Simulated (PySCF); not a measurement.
# C4H12Si (SMILES C[Si](C)(C)C) at 6 levels

We compute a comparison of 6 runs (HF/STO-3G, M06-2X/6-31G*, PBE/6-31G*, revPBE/6-31G*, wB97X/6-31G*, SCS-MP2/6-31G*) of C4H12Si. Input form: a Python script.

Program for the calculation: PySCF 2.14.0.

1 further run of the same task is left out (set aside as unsound or not needed).

**1. Starting point**

C4H12Si has 17 atoms, charge 0, and is taken as a singlet. As SMILES, `C[Si](C)(C)C`. The C5–H16 distance was set to 1.412 Å, away from the relaxed value.

Bond lengths: C1–Si2 1.909 Å, Si2–C3 1.909 Å, Si2–C4 1.909 Å, Si2–C5 1.909 Å, C1–H6 1.086 Å, C1–H7 1.086 Å, C1–H8 1.086 Å, C3–H9 1.086 Å, C3–H10 1.086 Å, C3–H11 1.086 Å, C4–H12 1.086 Å, C4–H13 1.086 Å, C4–H14 1.086 Å, C5–H15 1.086 Å, C5–H17 1.086 Å. Some angles: C1–Si2–C3 109.5°, C1–Si2–C4 109.4°, C1–Si2–C5 109.5°, C3–Si2–C4 109.4°, C3–Si2–C5 109.5°, C4–Si2–C5 109.6°, Si2–C1–H6 111.4°, Si2–C1–H7 111.4°, Si2–C1–H8 111.3°, Si2–C3–H9 111.4°. A long bond or contact: C5–H16 1.412 Å.

**2. The energy at HF/STO-3G (run 1)**

calc.py reads:

```python
from pyscf import gto

mol = gto.M(
    atom=[
    ('C', (-0.430552, 1.017418, -1.942274)),
    ('Si', (-0.055342, 0.145648, -0.285534)),
    ('C', (1.595488, 0.797228, 0.417906)),
    ('C', (0.076718, -1.736812, -0.576384)),
    ('C', (-1.461112, 0.503288, 0.955986)),
    ('H', (-0.509592, 2.092918, -1.815794)),
    ('H', (-1.366042, 0.669478, -2.369884)),
    ('H', (0.351058, 0.830908, -2.672744)),
    ('H', (1.845508, 0.310678, 1.355966)),
    ('H', (1.552108, 1.865878, 0.605726)),
    ('H', (2.416168, 0.619708, -0.270684)),
    ('H', (0.288988, -2.266712, 0.347286)),
    ('H', (0.870938, -1.973032, -1.278324)),
    ('H', (-0.846752, -2.140872, -0.980204)),
    ('H', (-2.417082, 0.145338, 0.585676)),
    ('H', (-1.224050, -0.125960, 2.197140)),
    ('H', (-1.561682, 1.568088, 1.143836)),
],
    verbose=3,
    spin=0,
    basis='sto-3g',
    max_memory=1860,
)

calc0 = mol.RHF()
calc0.conv_tol = 1e-10
calc0.kernel()
if not calc0.converged:
    calc0 = calc0.newton().run(calc0.mo_coeff, calc0.mo_occ)

e_tot = calc0.e_tot
print('E = %.10f Eh' % e_tot)
```

Run with:

```
$ OMP_NUM_THREADS=1 python calc.py
```

What it wrote:

```text
converged SCF energy = -442.236663344597
E = -442.2366633446 Eh
```

It took 1.2 s on 1 thread of Intel Xeon at 2.70GHz, shared host; peak memory 0.12 GiB.

**3. The energy at M06-2X/6-31G(d) (spherical functions) (run 2)**

calc.py reads:

```python
from pyscf import gto, dft

mol = gto.Mole()
mol.atom = '''
C       -0.430552       1.017418      -1.942274
Si      -0.055342       0.145648      -0.285534
C        1.595488       0.797228       0.417906
C        0.076718      -1.736812      -0.576384
C       -1.461112       0.503288       0.955986
H       -0.509592       2.092918      -1.815794
H       -1.366042       0.669478      -2.369884
H        0.351058       0.830908      -2.672744
H        1.845508       0.310678       1.355966
H        1.552108       1.865878       0.605726
H        2.416168       0.619708      -0.270684
H        0.288988      -2.266712       0.347286
H        0.870938      -1.973032      -1.278324
H       -0.846752      -2.140872      -0.980204
H       -2.417082       0.145338       0.585676
H       -1.224050      -0.125960       2.197140
H       -1.561682       1.568088       1.143836
'''
mol.charge = 0
mol.max_memory = 1860
mol.verbose = 3
mol.basis = '6-31g*'
mol.spin = 0
mol.build()

calc0 = dft.RKS(mol, xc='m06-2x')
calc0.conv_tol = 1e-10
calc0.grids.level = 5
calc0.kernel()
if not calc0.converged:
    calc0 = calc0.newton().run(calc0.mo_coeff, calc0.mo_occ)

e_tot = calc0.e_tot
print(f'total energy: {e_tot:.8f} hartree')
```

Run with:

```
$ OMP_NUM_THREADS=1 python calc.py
```

What it wrote:

```text
converged SCF energy = -449.005912377367
total energy: -449.00591238 hartree
```

It took 87 s on 1 thread of Intel Xeon at 2.70GHz, shared host; peak memory 0.57 GiB.

**4. The energy at PBE/6-31G(d) (spherical functions) (run 3)**

input.py reads:

```python
from pyscf import gto, dft

mol = gto.Mole()
mol.atom = '''
C     -0.813625     1.922641    -3.670366
Si    -0.104581     0.275235    -0.539581
C      3.015035     1.506543     0.789728
C      0.144976    -3.282099    -1.089208
C     -2.761102     0.951076     1.806552
H     -0.962989     3.955042    -3.431353
H     -2.581445     1.265130    -4.478432
H      0.663403     1.570189    -5.050754
H      3.487505     0.587096     2.562404
H      2.933059     3.525998     1.144656
H      4.565896     1.171078    -0.511519
H      0.546108    -4.283465     0.656275
H      1.645834    -3.728490    -2.415682
H     -1.600129    -4.045662    -1.852317
H     -4.567623     0.274649     1.106767
H     -2.313119    -0.238030     4.151993
H     -2.951151     2.963257     2.161537
'''
mol.charge = 0
mol.verbose = 4
mol.unit = 'bohr'
mol.basis = '6-31g*'
mol.max_memory = 1860
mol.build()

mf = dft.RKS(mol, xc='pbe')
mf.conv_tol = 1e-10
mf.grids.level = 5
mf.kernel()
if not mf.converged:
    mf = mf.newton().run(mf.mo_coeff, mf.mo_occ)

e_tot = mf.e_tot
print(f'total energy: {e_tot:.8f} hartree')
```

Run with:

```
$ OMP_NUM_THREADS=1 python input.py
```

What it wrote:

```text
PySCF version 2.14.0

[... 90 lines left out ...]
converged SCF energy = -448.729302991387
total energy: -448.72930299 hartree
```

Wall time 41 s (1 thread of Intel Xeon at 2.70GHz, shared host); peak memory 0.52 GiB.

Runs 4 to 5 aren't shown in full; the table further down has their settings and results.

**5. A single-point energy at SCS-MP2/6-31G(d) (spherical functions) (run 6)**

input.xyz reads:

```xyz
17
C4H12Si
C     -0.430552     1.017418    -1.942274
Si    -0.055342     0.145648    -0.285534
C      1.595488     0.797228     0.417906
C      0.076718    -1.736812    -0.576384
C     -1.461112     0.503288     0.955986
H     -0.509592     2.092918    -1.815794
H     -1.366042     0.669478    -2.369884
H      0.351058     0.830908    -2.672744
H      1.845508     0.310678     1.355966
H      1.552108     1.865878     0.605726
H      2.416168     0.619708    -0.270684
H      0.288988    -2.266712     0.347286
H      0.870938    -1.973032    -1.278324
H     -0.846752    -2.140872    -0.980204
H     -2.417082     0.145338     0.585676
H     -1.224050    -0.125960     2.197140
H     -1.561682     1.568088     1.143836
```

job.py reads:

```python
from pyscf import gto, scf, mp

mol = gto.M(
    atom='input.xyz',
    verbose=3,
    max_memory=1860,
    basis='6-31g*',
    spin=0,
)

hf = scf.RHF(mol)
hf.conv_tol = 1e-10
hf.kernel()
if not hf.converged:
    hf = hf.newton().run(hf.mo_coeff, hf.mo_occ)

pt = mp.MP2(hf, frozen=9).run()
e_final = hf.e_tot + 1.2 * pt.e_corr_os + pt.e_corr_ss / 3
print('Final energy', e_final)
```

Run with:

```
$ OMP_NUM_THREADS=1 python job.py
```

What it wrote:

```text
converged SCF energy = -447.371388077528
E(RMP2) = -447.978767113024  E_corr = -0.607379035496499
E(SCS-RMP2) = -447.983480834747  E_corr = -0.61209275721946
Final energy -447.9834808347471
```

It took 7.5 s on 1 thread of Intel Xeon at 2.70GHz, shared host; peak memory 0.26 GiB.

**6. Overview of the runs**

```tsv
run	level	integration grid	frozen core orbitals	energy (Eh)	dipole moment (D) of the reference	HOMO energy (eV)	LUMO energy (eV)	wall time
1	HF/STO-3G	–	–	-442.236663	0.21	-9.71	11.94	1.2 s
2	M06-2X/6-31G* (spherical functions)	5	–	-449.005912	0.29	-9.24	2.37	87 s
3	PBE/6-31G* (spherical functions)	5	–	-448.729303	0.31	-6.71	0.58	41 s
4	revPBE/6-31G* (spherical functions)	5	–	-449.009259	0.33	-6.69	0.64	48 s
5	wB97X/6-31G* (spherical functions)	5	–	-449.079997	0.32	-10.46	3.70	68 s
6	SCS-MP2/6-31G* (spherical functions)	–	9	-447.983481	0.41	-11.26	5.03	7.5 s
```

**7. Results**

| quantity | value |
| --- | --- |
| run 6: total energy | -447.98348 Eh |
| run 6: dipole moment (Hartree–Fock density) | 0.41 D |
| run 6: HOMO energy (Hartree–Fock orbitals) | -11.26 eV |
| run 6: LUMO energy (Hartree–Fock orbitals) | 5.03 eV |
| run 6: HOMO–LUMO gap (Hartree–Fock orbitals) | 16.29 eV |
| run 6: correlation energy (9 core orbitals frozen) | -612.1 mEh |

**Reading.** Over runs 1, 2, 3, 4, 5 the dipole moment (its size) runs from 0.21 D (HF/STO-3G) to 0.33 D (revPBE/6-31G*). The two ends differ in method and basis. Over runs 1, 2, 3, 4, 5 the HOMO–LUMO gap runs from 7.28 eV (PBE/6-31G*) to 21.65 eV (HF/STO-3G). Totals of different functionals can't be ranked against each other. In run 1 the basis is minimal, so the values are rough. All runs together took 4.2 min, the longest 87 s.
